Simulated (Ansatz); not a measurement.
**CdInS2: a line through an energy map**

How does the energy of CdInS2 (P-3m1, No. 164; 4 atoms in the cell) vary with c/a of the conventional cell, at volume per atom = 18.56 Å³?

Computed with Ansatz 0.2.0 (DFT PBE, scalar-relativistic, plane waves, PAW, unless a step's input says otherwise).

## 1. The system as given

It takes space group P-3m1 (No. 164, trigonal). Conventional cell: a = 3.871 Å, b = 3.871 Å, c = 6.811 Å, α = 90.00°, β = 90.00°, γ = 120.00°. Around Cd (site symmetry -3m) lie 6 S at 2.78 Å. Around In (site symmetry -3m) lie 6 S at 2.84 Å. S (site symmetry 3m) has 3 Cd at 2.78 Å and 3 In at 2.84 Å as nearest neighbours.

As a file:

```cif
data_structure
_symmetry_space_group_name_H-M 'P 1'
_symmetry_Int_Tables_number 1
_cell_length_a 3.8709
_cell_length_b 3.8709
_cell_length_c 6.8111
_cell_angle_alpha 90.000
_cell_angle_beta 90.000
_cell_angle_gamma 120.000
_cell_volume 88.38
loop_
_atom_site_label
_atom_site_type_symbol
_atom_site_fract_x
_atom_site_fract_y
_atom_site_fract_z
_atom_site_occupancy
Cd1 Cd 0.00000 0.00000 0.00000 1
In1 In 0.00000 0.00000 0.50000 1
S1 S 0.66667 0.33333 0.75786 1
S2 S 0.33333 0.66667 0.24214 1
```

It goes back to a database entry, which need not be the stable form.

This cell was relaxed beforehand with the same method: volume 22.10 Å³/atom, gap on the mesh none (metal).

## 2. What is varied

The energy is mapped over volume and the cell's shape.

First coordinate, volume per atom: 7 values from 18.56 to 25.63 Å³. Second coordinate, c/a of the conventional cell: 7 values from 1.467 to 2.111.

Nothing else is relaxed (fractional coordinates fixed). Energies count from the relaxed crystal. Points are written as (first, second).

## 3. Grid point (18.56 Å³, 1.558)

The input, input.yaml:

```yaml
crystal:
  lattice:
    - [3.8030628991, 0.0, 0.0]
    - [-1.9015314495, 3.2935490829, 0.0]
    - [0.0, 0.0, 5.9270735283]
  atoms:
    - { symbol: Cd, position: [0.0, 0.0, 0.0] }
    - { symbol: In, position: [0.0, 0.0, 0.5] }
    - { symbol: S, position: [0.6666666667, 0.3333333333, 0.7578554487] }
    - { symbol: S, position: [0.3333333333, 0.6666666667, 0.2421445513] }
basis:
  ecutwfc: 420
kpoints:
  mp_grid: { grid: [15, 15, 8] }
hamiltonian:
  xc: pbe
scf:
  occupations: { method: gaussian, width: 0.15 }
output:
  forces: true
  stress: true
  eigenvalues: true
```

On the command line:

```bash
> ansatz run input.yaml --threads 2 --pin off --max-ram 4096MiB --backend cpu --events-out ev --progress --plain --runs-dir out
```

Further runs follow: the other points of the line.

What does the calculation give? Wanted: for each run, c/a of the conventional cell; energy; slope; pressure; largest force on an atom.

As calculated:

| c/a of the conventional cell | step | energy (meV/atom) | slope (meV/atom per unit) | pressure (GPa) | largest force on an atom (eV/Å) |
| --- | --- | --- | --- | --- | --- |
| 1.467 | – | 321 | −1008 | 19.50 | 0.09 |
| 1.558 | 3 | 241 | −741 | 18.28 | 0.01 |
| 1.656 | – | 183 | −452 | 17.22 | 0.08 |
| 1.760 | 4 | 151 | −156 | 16.16 | 0.19 |
| 1.870 | 5 | 151 | 146 | 15.17 | 0.29 |
| 1.986 | 6 | 186 | 437 | 14.30 | 0.37 |
| 2.111 | 7 | 257 | 699 | 13.59 | 0.41 |

Energies count from the relaxed crystal. Rows without a step come from runs not printed here or follow by symmetry. Slopes come from the forces and the stress, not from differences of energies.

**Reading.** The lowest point of the line is at 1.870, 151 meV/atom from the zero. Energies and slopes round the minimum, fitted together, put the minimum at 1.8152, with a curvature of about 2800 meV/atom per (unit)². The highest point, at 1.467, lies 170 meV/atom above the lowest. This is one cut through a surface in two coordinates; the map's lowest point lies off it. With the other coordinates free, the energies away from the reference would be the same or lower. Spin polarisation was off, and a magnetic state may lie lower.
